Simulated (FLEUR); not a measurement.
# CoW3 (Pm-3m) in FLEUR: a series of runs

The runs below take CoW3 through band structure, with PBEsol.

All numbers are computed with FLEUR MaX-R8.1 (later development tree); they aren't measurements. Logs are shortened: lines on timing, memory, paths and dates and some standing lists are left out, and cuts for length are marked.

## (1) The structure

Symmetry: Pm-3m, No. 221, cubic system. The conventional cell has a = 3.907 Å, b = 3.907 Å, c = 3.907 Å, α = 90.00°, β = 90.00°, γ = 90.00°. Around W (site symmetry 4/mmm) lie 8 W at 2.76 Å and 4 Co at 2.76 Å. Around Co (site symmetry m-3m) lie 12 W at 2.76 Å.

The cell comes from a database or a generator and needn't be the stable form of this composition.

## (2) Band structure, PBEsol, collinear spin, ferromagnetic start

inp.xml reads:

```xml
<?xml version="1.0" encoding="UTF-8" standalone="no"?>
<fleurInput fleurInputVersion="0.39">
   <comment>
      CoW3                                                                                                
   </comment>
   <calculationSetup>
      <cutoffs Kmax="4.1" Gmax="12.7" GmaxXC="12.7" numbands="0"/>
      <scfLoop itmax="60" minDistance="0.00001" maxIterBroyd="15" imix="Anderson" alpha="0.05" precondParam="0.0" spinf="2.0" sdNocoIR="T"/>
      <coreElectrons ctail="T" frcor="F" kcrel="0" coretail_lmax="0"/>
      <xcFunctional name="PBEs" relativisticCorrections="F"/>
      <magnetism jspins="2"/>
      <soc l_soc="F" theta="0.0" phi="0.0" spav="F"/>
      <expertModes spex="0" secvar="F"/>
      <geometryOptimization l_f="F" forcealpha="1.0" forcemix="BFGS" epsdisp="0.00001" epsforce="0.00001"/>
      <ldaU l_linMix="F" mixParam="0.05" spinf="1.0"/>
   </calculationSetup>
   <cell>
      <bzIntegration valenceElectrons="101.0" mode="hist" fermiSmearingEnergy="0.00183747">
         <kPointListSelection listName="default-1"/>
         <!-- k-points included here -->
         <xi:include xmlns:xi="http://www.w3.org/2001/XInclude" href="kpts.xml"> </xi:include>
      </bzIntegration>
      <!-- symmetry operations included here -->
      <xi:include xmlns:xi="http://www.w3.org/2001/XInclude" href="sym.xml"> </xi:include>
      <bulkLattice scale="1.0">
         <bravaisMatrix>
[... 35 lines left out ...]
         <lo type="SCLO" l="2" n="3" eDeriv="2"/>
         <lo type="SCLO" l="3" n="4" eDeriv="2"/>
      </species>
   </atomSpecies>
   <atomGroups>
      <atomGroup species="Tungsten (W)">
         <relPos label="                   1">1.000/2.000 1.000/2.000 .0000000000</relPos>
         <relPos label="                   2">1.000/2.000 .0000000000 1.000/2.000</relPos>
         <relPos label="                   3">.0000000000 1.000/2.000 1.000/2.000</relPos>
         <force calculate="T" relaxXYZ="TTT"/>
      </atomGroup>
      <atomGroup species="Cobalt (Co2.000">
         <relPos label="                   4">.0000000000 .0000000000 .0000000000</relPos>
         <force calculate="T" relaxXYZ="TTT"/>
      </atomGroup>
   </atomGroups>
   <output dos="F" band="F" slice="F">
      <checks vchk="F" cdinf="F"/>
      <bandDOS minEnergy="-.5*Htr" maxEnergy="0.5*Htr" sigma="0.015" storeEVData="T"/>
      <vacuumDOS vacdos="F" integ="F" star="F" nstars="0" locx1="0.0" locy1="0.0" locx2="0.0" locy2="0.0" nstm="0" tworkf="0.0"/>
      <unfoldingBand unfoldBand="F" supercellX="1" supercellY="1" supercellZ="1"/>
      <plotting iplot="0" polar="F">
         <plot TwoD="T" vec1="  1.0  0.0  0.0" vec2="  0.0  1.0  0.0" vec3="  0.0  0.0  1.0" zero="  0.0  0.0  0.0" file="plot"/>
      </plotting>
      <chargeDensitySlicing numkpt="0" minEigenval="0.0" maxEigenval="0.0" nnne="0" pallst="F"/>
      <specialOutput eonly="F"/>
      <moessbauerParams electricFieldGradient="T" isomerShift="T" coreHyperfine="T" valenceHyperfine="T"/>
      <magneticCircularDichroism mcd="F" energyLo="-10.0" energyUp="0.0"/>
   </output>
  <!-- We include the file relax.xml here to enable relaxations (see documentation) -->
  <xi:include xmlns:xi="http://www.w3.org/2001/XInclude" href="relax.xml"> <xi:fallback/> </xi:include>
</fleurInput>
```

crystal.txt reads:

```
CoW3
&input cartesian=F /
3.9073510000  0.0000000000  0.0000000000
0.0000000000  3.9073510000  0.0000000000
0.0000000000  0.0000000000  3.9073510000
1.8897261246
1.0 1.0 1.0

4
74 0.5000000000  0.5000000000  0.0000000000
74 0.5000000000  0.0000000000  0.5000000000
74 0.0000000000  0.5000000000  0.5000000000
27 0.0000000000  0.0000000000  0.0000000000 : 2.000

&kpt div1=7 div2=7 div3=7 gamma=T /
```

inp.xml (bands) reads:

```
<?xml version="1.0" encoding="UTF-8" standalone="no"?>
<fleurInput fleurInputVersion="0.39">
   <comment>
      CoW3                                                                                                
   </comment>
   <calculationSetup>
      <cutoffs Kmax="4.1" Gmax="12.7" GmaxXC="12.7" numbands="0"/>
      <scfLoop itmax="60" minDistance="0.00001" maxIterBroyd="15" imix="Anderson" alpha="0.05" precondParam="0.0" spinf="2.0" sdNocoIR="T"/>
      <coreElectrons ctail="T" frcor="F" kcrel="0" coretail_lmax="0"/>
      <xcFunctional name="PBEs" relativisticCorrections="F"/>
      <magnetism jspins="2"/>
      <soc l_soc="F" theta="0.0" phi="0.0" spav="F"/>
      <expertModes spex="0" secvar="F"/>
      <geometryOptimization l_f="F" forcealpha="1.0" forcemix="BFGS" epsdisp="0.00001" epsforce="0.00001"/>
      <ldaU l_linMix="F" mixParam="0.05" spinf="1.0"/>
   </calculationSetup>
   <cell>
      <bzIntegration valenceElectrons="101.0" mode="hist" fermiSmearingEnergy="0.00183747">
         <kPointListSelection listName="path-1"/>
         <!-- k-points included here -->
         <xi:include xmlns:xi="http://www.w3.org/2001/XInclude" href="kpts.xml"> </xi:include>
      </bzIntegration>
      <!-- symmetry operations included here -->
      <xi:include xmlns:xi="http://www.w3.org/2001/XInclude" href="sym.xml"> </xi:include>
      <bulkLattice scale="1.0">
         <bravaisMatrix>
[... 34 lines left out ...]
         <lo type="SCLO" l="1" n="3" eDeriv="1"/>
         <lo type="SCLO" l="2" n="3" eDeriv="2"/>
         <lo type="SCLO" l="3" n="4" eDeriv="2"/>
      </species>
   </atomSpecies>
   <atomGroups>
      <atomGroup species="Tungsten (W)">
         <relPos label="                   1">1.000/2.000 1.000/2.000 .0000000000</relPos>
         <relPos label="                   2">1.000/2.000 .0000000000 1.000/2.000</relPos>
         <relPos label="                   3">.0000000000 1.000/2.000 1.000/2.000</relPos>
         <force calculate="T" relaxXYZ="TTT"/>
      </atomGroup>
      <atomGroup species="Cobalt (Co2.000">
         <relPos label="                   4">.0000000000 .0000000000 .0000000000</relPos>
         <force calculate="T" relaxXYZ="TTT"/>
      </atomGroup>
   </atomGroups>
   <output dos="F" band="T" slice="F">
      <checks vchk="F" cdinf="F"/>
      <bandDOS minEnergy="-.5*Htr" maxEnergy="0.5*Htr" sigma="0.015" storeEVData="T"/>
      <vacuumDOS vacdos="F" integ="F" star="F" nstars="0" locx1="0.0" locy1="0.0" locx2="0.0" locy2="0.0" nstm="0" tworkf="0.0"/>
      <unfoldingBand unfoldBand="F" supercellX="1" supercellY="1" supercellZ="1"/>
      <plotting iplot="0" polar="F">
         <plot TwoD="T" vec1="  1.0  0.0  0.0" vec2="  0.0  1.0  0.0" vec3="  0.0  0.0  1.0" zero="  0.0  0.0  0.0" file="plot"/>
      </plotting>
      <chargeDensitySlicing numkpt="0" minEigenval="0.0" maxEigenval="0.0" nnne="0" pallst="F"/>
      <specialOutput eonly="F"/>
      <moessbauerParams electricFieldGradient="T" isomerShift="T" coreHyperfine="T" valenceHyperfine="T"/>
      <magneticCircularDichroism mcd="F" energyLo="-10.0" energyUp="0.0"/>
   </output>
  <!-- We include the file relax.xml here to enable relaxations (see documentation) -->
  <xi:include xmlns:xi="http://www.w3.org/2001/XInclude" href="relax.xml"> <xi:fallback/> </xi:include>
</fleurInput>
```

Potentials or basis: all-electron, FLAPW.

Started as:

```bash
$ inpgen -f crystal.txt -profile fastHighL
$ # inp.xml edited to the form shown
$ fleur_MPI
$ fleur_MPI   # second run, on inp.xml (bands)
```

The log of the run:

```text
Welcome to FLEUR        (www.flapw.de)
      MaX-Release 8.1          (www.max-centre.eu)

 ========== k-point set info ==========
 Selected k-point list: default-1
 k-point list type: mesh
 7 x 7 x 7
 Number of k points: 20

 ------------Calculation Setup---------------------------
 Number of MPI-tasks      :            1
 Number of PE/node        :            1
 Number of OMP-threads    :            1
 Most efficient MPI parallelization for:
           1           2           4           5          10          20
 Additional eigenvalue parallelization possible
 Number of basis functions:          614
 Approximate size of matrices (H+S) per k-point:         0.006 GB
 --------------------------------------------------------
 Iteration:     1   Distance:      18.39363825 me/bohr^3
 Iteration:     2   Distance:      11.97716237 me/bohr^3
 Iteration:     3   Distance:      10.96351476 me/bohr^3
 Iteration:     4   Distance:       7.29798899 me/bohr^3
 Iteration:     5   Distance:      11.49541962 me/bohr^3
 Iteration:     6   Distance:       5.30103463 me/bohr^3
 Iteration:     7   Distance:       5.82203046 me/bohr^3
 Iteration:     8   Distance:       3.80790916 me/bohr^3
 Iteration:     9   Distance:       3.40931301 me/bohr^3
 Iteration:    10   Distance:       2.16494922 me/bohr^3
[... 22 lines left out ...]
 Iteration:    33   Distance:       0.00819383 me/bohr^3
 Iteration:    34   Distance:       0.00497658 me/bohr^3
 Iteration:    35   Distance:       0.00491330 me/bohr^3
 Iteration:    36   Distance:       0.00181802 me/bohr^3
 Iteration:    37   Distance:       0.00106049 me/bohr^3
 Iteration:    38   Distance:       0.00100337 me/bohr^3
 Iteration:    39   Distance:       0.00010012 me/bohr^3
 Iteration:    40   Distance:       0.00005136 me/bohr^3
 Iteration:    41   Distance:       0.00002793 me/bohr^3
 Iteration:    42   Distance:       0.00000715 me/bohr^3

 ********************************************************************
 Run finished successfully
 Stop message:
   all done
 ********************************************************************
```

Run time: 6.6 min. Hardware: 1 thread of Arm Neoverse V1, shared host; peak memory 0.1 GiB.

What came out:

| Item | Value |
| --- | --- |
| Free energy | -1357206.9946 eV |
| Band gap along the path | none (metal or under the smearing width) |
| Net moment | 0.00 μB per cell |
| Valence electrons inside the program's atomic spheres | W 25.76; Co 16.46 (radii W 2.42, Co 2.42 bohr) |

Levels at the corners of the path, in eV from the Fermi level:
Spin up:
| point | band 46 | band 47 | band 48 | band 49 | band 50 | band 51 | band 52 | band 53 | band 54 | band 55 |
| --- | --- | --- | --- | --- | --- | --- | --- | --- | --- | --- |
| Γ | -1.10 | -1.10 | 0.35 | 0.35 | 2.82 | 2.82 | 2.82 | 2.96 | 2.96 | 2.96 |
| X | -1.94 | -1.94 | -1.06 | 0.01 | 0.20 | 0.20 | 0.62 | 0.93 | 1.78 | 1.78 |
| M | -2.02 | -2.00 | -2.00 | -1.81 | -0.97 | 0.53 | 0.53 | 0.95 | 0.95 | 1.04 |
| Γ | -1.10 | -1.10 | 0.35 | 0.35 | 2.82 | 2.82 | 2.82 | 2.96 | 2.96 | 2.96 |
| R | -1.29 | -0.85 | -0.85 | -0.85 | 0.41 | 0.41 | 0.41 | 1.09 | 2.40 | 2.40 |
| X | -1.94 | -1.94 | -1.06 | 0.01 | 0.20 | 0.20 | 0.62 | 0.93 | 1.78 | 1.78 |
| M | -2.02 | -2.00 | -2.00 | -1.81 | -0.97 | 0.53 | 0.53 | 0.95 | 0.95 | 1.04 |
| R | -1.29 | -0.85 | -0.85 | -0.85 | 0.41 | 0.41 | 0.41 | 1.09 | 2.40 | 2.40 |
Spin down:
```tsv
point	band 48	band 49	band 50	band 51	band 52	band 53
Γ	0.35	0.35	2.82	2.82	2.82	2.96
X	-1.06	0.01	0.20	0.20	0.62	0.93
M	-2.00	-1.81	-0.97	0.53	0.53	0.95
Γ	0.35	0.35	2.82	2.82	2.82	2.96
R	-0.85	-0.85	0.41	0.41	0.41	1.09
X	-1.06	0.01	0.20	0.20	0.62	0.93
M	-2.00	-1.81	-0.97	0.53	0.53	0.95
R	-0.85	-0.85	0.41	0.41	0.41	1.09
```

Core levels (eV from the Fermi level):
```tsv
atom	levels
1 W	1s1/2 -69369.6, 2s1/2 -11960.9, 2p1/2 -11437.7, 2p3/2 -10085.6, 3s1/2 -2750.3, 3p1/2 -2517.4, 3p3/2 -2225.0, 4s1/2 -562.8, 3d3/2 -1833.0, 3d5/2 -1769.4, 4p1/2 -466.3, 4p3/2 -398.4, 4d3/2 -239.9, 4d5/2 -227.4
2 W	1s1/2 -69369.6, 2s1/2 -11960.9, 2p1/2 -11437.7, 2p3/2 -10085.6, 3s1/2 -2750.3, 3p1/2 -2517.4, 3p3/2 -2225.0, 4s1/2 -562.8, 3d3/2 -1833.0, 3d5/2 -1769.4, 4p1/2 -466.3, 4p3/2 -398.4, 4d3/2 -239.9, 4d5/2 -227.4
3 W	1s1/2 -69369.6, 2s1/2 -11960.9, 2p1/2 -11437.7, 2p3/2 -10085.6, 3s1/2 -2750.3, 3p1/2 -2517.4, 3p3/2 -2225.0, 4s1/2 -562.8, 3d3/2 -1833.0, 3d5/2 -1769.4, 4p1/2 -466.3, 4p3/2 -398.4, 4d3/2 -239.9, 4d5/2 -227.4
4 Co	1s1/2 -7576.3, 2s1/2 -890.2, 2p1/2 -771.5, 2p3/2 -756.7
```

Caveat: the starting moments collapsed, and a magnetic state may lie lower; spin-orbit coupling is left out, which moves the levels of the heavy elements.

## (3) Band structure, PBEsol, collinear spin, ferromagnetic start, spin-orbit coupling

Changes to inp.xml since step 2:

```diff
@@ -6,3 +6,3 @@
    <calculationSetup>
-      <cutoffs Kmax="4.1" Gmax="12.7" GmaxXC="12.7" numbands="0"/>
+      <cutoffs Kmax="4.1" Gmax="12.7" GmaxXC="12.7" numbands="200"/>
       <scfLoop itmax="60" minDistance="0.00001" maxIterBroyd="15" imix="Anderson" alpha="0.05" precondParam="0.0" spinf="2.0" sdNocoIR="T"/>
@@ -11,3 +11,3 @@
       <magnetism jspins="2"/>
-      <soc l_soc="F" theta="0.0" phi="0.0" spav="F"/>
+      <soc l_soc="T" theta="0.0" phi="0.0" spav="F"/>
       <expertModes spex="0" secvar="F"/>
@@ -68,2 +68,5 @@
          <relPos label="                   1">1.000/2.000 1.000/2.000 .0000000000</relPos>
+         <force calculate="T" relaxXYZ="TTT"/>
+      </atomGroup>
+      <atomGroup species="Tungsten (W)">
          <relPos label="                   2">1.000/2.000 .0000000000 1.000/2.000</relPos>
```

crystal.txt, as its differences from that of step 2:

```diff
@@ -14,2 +14,3 @@
 
-&kpt div1=7 div2=7 div3=7 gamma=T /
+&soc 0.0 0.0 /
+&kpt div1=5 div2=5 div3=5 gamma=T /
```

Changes to inp.xml (bands) since step 2:

```diff
@@ -6,3 +6,3 @@
    <calculationSetup>
-      <cutoffs Kmax="4.1" Gmax="12.7" GmaxXC="12.7" numbands="0"/>
+      <cutoffs Kmax="4.1" Gmax="12.7" GmaxXC="12.7" numbands="200"/>
       <scfLoop itmax="60" minDistance="0.00001" maxIterBroyd="15" imix="Anderson" alpha="0.05" precondParam="0.0" spinf="2.0" sdNocoIR="T"/>
@@ -11,3 +11,3 @@
       <magnetism jspins="2"/>
-      <soc l_soc="F" theta="0.0" phi="0.0" spav="F"/>
+      <soc l_soc="T" theta="0.0" phi="0.0" spav="F"/>
       <expertModes spex="0" secvar="F"/>
@@ -68,2 +68,5 @@
          <relPos label="                   1">1.000/2.000 1.000/2.000 .0000000000</relPos>
+         <force calculate="T" relaxXYZ="TTT"/>
+      </atomGroup>
+      <atomGroup species="Tungsten (W)">
          <relPos label="                   2">1.000/2.000 .0000000000 1.000/2.000</relPos>
```

Potentials or basis: all-electron, FLAPW.

Started as:

```bash
$ inpgen -f crystal.txt -profile fastHighL
$ # inp.xml edited to the form shown
$ fleur_MPI
$ fleur_MPI   # second run, on inp.xml (bands)
```

The log of the run:

```text
Welcome to FLEUR        (www.flapw.de)
      MaX-Release 8.1          (www.max-centre.eu)

 ========== k-point set info ==========
 Selected k-point list: default-1
 k-point list type: mesh
 5 x 5 x 5
 Number of k points: 21

 ------------Calculation Setup---------------------------
 Number of MPI-tasks      :            1
 Number of PE/node        :            1
 Number of OMP-threads    :            1
 Most efficient MPI parallelization for:
           1           3           7          21
 Additional eigenvalue parallelization possible
 Number of basis functions:          619
 Approximate size of matrices (H+S) per k-point:         0.006 GB
 --------------------------------------------------------
 Iteration:     1   Distance:      17.97990850 me/bohr^3
 Iteration:     2   Distance:      11.99183733 me/bohr^3
 Iteration:     3   Distance:      10.84646340 me/bohr^3
 Iteration:     4   Distance:       5.57487909 me/bohr^3
 Iteration:     5   Distance:       3.86916468 me/bohr^3
 Iteration:     6   Distance:       2.53677955 me/bohr^3
 Iteration:     7   Distance:       4.16618743 me/bohr^3
 Iteration:     8   Distance:       3.42543716 me/bohr^3
 Iteration:     9   Distance:       1.36416150 me/bohr^3
 Iteration:    10   Distance:       0.77517688 me/bohr^3
[... 21 lines left out ...]
 Iteration:    32   Distance:       0.00138970 me/bohr^3
 Iteration:    33   Distance:       0.00127361 me/bohr^3
 Iteration:    34   Distance:       0.00104754 me/bohr^3
 Iteration:    35   Distance:       0.00058048 me/bohr^3
 Iteration:    36   Distance:       0.00081077 me/bohr^3
 Iteration:    37   Distance:       0.00016134 me/bohr^3
 Iteration:    38   Distance:       0.00003559 me/bohr^3
 Iteration:    39   Distance:       0.00007053 me/bohr^3
 Iteration:    40   Distance:       0.00002652 me/bohr^3
 Iteration:    41   Distance:       0.00000745 me/bohr^3

 ********************************************************************
 Run finished successfully
 Stop message:
   all done
 ********************************************************************
```

It took 27 min on 1 thread of Arm Neoverse V1, shared host; peak memory 0.3 GiB.

Results:

| Property | Result |
| --- | --- |
| Free energy | -1357209.8437 eV |
| Band gap along the path | none (metal or under the smearing width) |
| Net moment | 0.97 μB per cell |
| Site moments | W +0.05; Co +0.80 μB |
| Valence electrons inside the program's atomic spheres | W 25.77; Co 16.45 (radii W 2.42, Co 2.42 bohr) |

Levels at the corners of the path, in eV from the Fermi level:
| point | band 98 | band 99 | band 100 | band 101 | band 102 | band 103 |
| --- | --- | --- | --- | --- | --- | --- |
| Γ | 0.70 | 2.61 | 2.65 | 2.71 | 2.76 | 2.77 |
| X | -0.07 | -0.06 | -0.02 | 0.31 | 0.33 | 0.64 |
| M | -1.52 | -1.44 | -0.57 | 0.28 | 0.39 | 0.61 |
| Γ | 0.70 | 2.61 | 2.65 | 2.71 | 2.76 | 2.77 |
| R | -0.56 | 0.17 | 0.18 | 0.19 | 0.21 | 0.91 |
| X | -0.07 | -0.06 | -0.02 | 0.31 | 0.33 | 0.64 |
| M | -1.52 | -1.44 | -0.57 | 0.28 | 0.39 | 0.61 |
| R | -0.56 | 0.17 | 0.18 | 0.19 | 0.21 | 0.91 |

Orbital moments (μB): W +0.004, -0.001; Co +0.121

Core levels (eV from the Fermi level):
```
atom                                                                                                                                                                                                           levels
 1 W  1s1/2 -69369.6, 2s1/2 -11960.9, 2p1/2 -11437.7, 2p3/2 -10085.6, 3s1/2 -2750.3, 3p1/2 -2517.4, 3p3/2 -2225.0, 4s1/2 -562.8, 3d3/2 -1833.0, 3d5/2 -1769.4, 4p1/2 -466.3, 4p3/2 -398.4, 4d3/2 -239.9, 4d5/2 -227.4
 2 W  1s1/2 -69369.6, 2s1/2 -11960.9, 2p1/2 -11437.7, 2p3/2 -10085.6, 3s1/2 -2750.3, 3p1/2 -2517.4, 3p3/2 -2225.0, 4s1/2 -562.8, 3d3/2 -1833.0, 3d5/2 -1769.4, 4p1/2 -466.3, 4p3/2 -398.4, 4d3/2 -239.9, 4d5/2 -227.4
 3 W  1s1/2 -69369.6, 2s1/2 -11960.9, 2p1/2 -11437.7, 2p3/2 -10085.6, 3s1/2 -2750.3, 3p1/2 -2517.4, 3p3/2 -2225.0, 4s1/2 -562.8, 3d3/2 -1833.0, 3d5/2 -1769.4, 4p1/2 -466.3, 4p3/2 -398.4, 4d3/2 -239.9, 4d5/2 -227.4
4 Co                                                                                                                                                          1s1/2 -7576.3, 2s1/2 -890.5, 2p1/2 -771.7, 2p3/2 -756.9
```

Caveat: spin-orbit coupling is added in second variation on a limited number of bands.
